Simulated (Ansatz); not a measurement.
**AlSiH₇ (built from SMILES [AlH3].[SiH4]): search for a transition state**

Wanted: the transition state of a four-centre ligand exchange (form Al1–Si6, H2–H5 and break Al1–H2, H5–Si6). The guess is relaxed with those distances held, a saddle search follows, and vibrations and two downhill relaxations check it.

The runs use Ansatz 0.2.0, Gaussian basis; PBE0-D4, def2-SVP first, then def2-TZVP.

153 further runs of the same task are left out: 1 that didn't finish, 152 set aside as unsound or not needed.

**1. Where the work starts**

The guess: 9 atoms, charge 0, spin multiplicity 1.

Atoms are counted from 1 here; the program's logs count them from 0.

Bond lengths: Al1–H3 1.551 Å, Al1–H4 1.572 Å, Al1–H5 1.836 Å, Al1–Si6 2.709 Å, Si6–H7 1.477 Å, Si6–H8 1.476 Å, Si6–H9 1.479 Å. Angles: H3–Al1–H4 116.5°, H3–Al1–H5 92.6°, H3–Al1–Si6 135.8°, H4–Al1–H5 150.5°, H4–Al1–Si6 107.6°, H5–Al1–Si6 43.8°, Al1–Si6–H7 115.5°, Al1–Si6–H8 107.2°, Al1–Si6–H9 121.1°, H7–Si6–H8 104.3°, H7–Si6–H9 103.8°, H8–Si6–H9 103.2°.

Coordinates:

```xyz
9
AlH7Si
Al   -0.9649   -0.7894   -0.7816
H     0.9901   -1.0326   -1.1717
H    -0.5956   -1.9416   -1.7518
H    -2.4955   -0.4711   -0.6201
H     0.7963   -0.3670   -0.4792
Si    0.3929    0.8474    0.8972
H     0.9428    2.0735    0.2830
H    -0.5720    1.3433    1.8977
H     1.5061    0.3375    1.7265
```

Distances that are to change: Al1–Si6 2.71 Å, H2–H5 0.98 Å, Al1–H2 2.01 Å, H5–Si6 1.88 Å.

**2. Relaxing the guess with the reacting distances held**

hold/in.yaml reads:

```yaml
crystal:
  periodic: [false, false, false]
  atoms:
    - {symbol: Al, position_ang: [-0.964900, -0.789400, -0.781600]}
    - {symbol: H, position_ang: [0.990100, -1.032600, -1.171700]}
    - {symbol: H, position_ang: [-0.595600, -1.941600, -1.751800]}
    - {symbol: H, position_ang: [-2.495500, -0.471100, -0.620100]}
    - {symbol: H, position_ang: [0.796300, -0.367000, -0.479200]}
    - {symbol: Si, position_ang: [0.392900, 0.847400, 0.897200]}
    - {symbol: H, position_ang: [0.942800, 2.073500, 0.283000]}
    - {symbol: H, position_ang: [-0.572000, 1.343300, 1.897700]}
    - {symbol: H, position_ang: [1.506100, 0.337500, 1.726500]}
basis:
  gaussian: {orbitals: def2-SVP}
hamiltonian: {xc: pbe0, dispersion: d4}
relax: {f_tol: 0.08, max_steps: 120, escape_saddle: false, constraints: [{distance: [0, 5]}, {distance: [1, 4]}, {distance: [0, 1]}, {distance: [4, 5]}]}
```

Started as:

```
$ ansatz run in.yaml --threads 2 --pin off --events-out ev --progress --plain --max-ram 4352MiB
```

The runs that follow: A starting Hessian; Saddle search in the small basis; Saddle search in triple zeta; Vibrations at the point found; Relaxing after a step of 0.30 Å one way along the mode; Relaxing after a step of 0.30 Å the other way along the mode.

**Question.** What will these runs give? Wanted: imaginary mode; barrier from the start side; barrier from the end side; energy of the step; pairs that change; zero-point energy at the saddle.

**Answer**, as computed:

```
                       quantity                                                       value
                 imaginary mode                                                  1145i cm⁻¹
    barrier from the start side                                                    1.043 eV
      barrier from the end side                                                    0.872 eV
             energy of the step                                                   +0.171 eV
              pairs that change  Al1–Si6 formed, H2–H5 formed, Al1–H2 broken, H5–Si6 broken
zero-point energy at the saddle                                                    1.381 eV
```

What this shows: The point has a single imaginary mode (1145i cm⁻¹), as a transition state must. The two relaxations end on the structures that were planned. At PBE0-D4/def2-TZVP the electronic barrier is 1.043 eV, about 41 kT at 298 K, and the step runs 0.171 eV uphill. With so stiff a mode tunnelling counts: Wigner's rough correction is a factor of 2.3 at 298 K. Lower complexes than these ends may exist.
